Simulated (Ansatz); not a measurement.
# BH2IOSZn: basis-set convergence

The task here is to estimate one member of a computed series from the others.

The runs use Ansatz 0.2.0, Gaussian basis; one geometry, several basis sets.

Plan: PBE0-D4/def2-SVP; ωB97M-V/def2-SVP; PBE0-D4/def2-QZVPP; ωB97M-V/def2-QZVPP; the functionals' def2-TZVPP values are taken from earlier runs.

## Structure used throughout

All runs share one geometry, relaxed beforehand with PBE0-D4 in a triple-zeta def2 set. I takes the def2 core potential; no spin-orbit term is included.

SMILES `O[B](I)[Zn][SH]`, 7 atoms, charge 0, spin multiplicity 1.

Atoms are counted from 1 here; the program's logs count them from 0.

Bond lengths: O1–B2 1.338 Å, O1–H6 0.965 Å, B2–I3 2.187 Å, B2–Zn4 2.055 Å, Zn4–S5 2.178 Å, S5–H7 1.345 Å. Angles: B2–O1–H6 115.1°, O1–B2–I3 117.9°, O1–B2–Zn4 125.4°, I3–B2–Zn4 116.8°, B2–Zn4–S5 178.1°, Zn4–S5–H7 92.5°.

The first run:

in.yaml

```yaml
crystal:
  periodic: [false, false, false]
  atoms:
    - {symbol: O, position_ang: [-1.272788, 0.969502, -1.514312]}
    - {symbol: B, position_ang: [-0.882231, 0.349693, -0.394666]}
    - {symbol: I, position_ang: [-2.408048, -0.119155, 1.100855]}
    - {symbol: Zn, position_ang: [1.046804, -0.205743, 0.046258]}
    - {symbol: S, position_ang: [3.067314, -0.821185, 0.576949]}
    - {symbol: H, position_ang: [-2.216985, 1.161789, -1.568552]}
    - {symbol: H, position_ang: [2.665944, -1.334910, 1.753479]}
basis:
  gaussian: {orbitals: def2-SVP}
hamiltonian: {xc: pbe0, dispersion: d4}
output: {orbitals: {seedname: orbitals}}
```

On the command line:

```sh
> ansatz run in.yaml --threads 4 --pin off --events-out ev --progress --plain --max-ram 10444MiB
```

Steps of the session up to this table: PBE0-D4 in def2-SVP; ωB97M-V in def2-SVP; PBE0-D4 in def2-QZVPP; ωB97M-V in def2-QZVPP.

One of the session's tables, all rows but one given; the rest of the session is left out.

It belongs to the step «Density functionals: the series». 

```
functional       basis  HOMO (eV)  LUMO (eV)
   PBE0-D4    def2-SVP      -6.89      -1.46
   PBE0-D4  def2-TZVPP      -7.22      -1.78
   PBE0-D4  def2-QZVPP      -7.25      -1.81
   ωB97M-V    def2-SVP      -9.04       0.58
   ωB97M-V  def2-TZVPP      -9.32       0.03
   ωB97M-V  def2-QZVPP          ?          ?
```

Q: Estimate the row for ωB97M-V, def2-QZVPP from the others.

**Answer.** HOMO (eV): -9.33; LUMO (eV): -0.05. In the column «HOMO (eV)» it is the lowest.
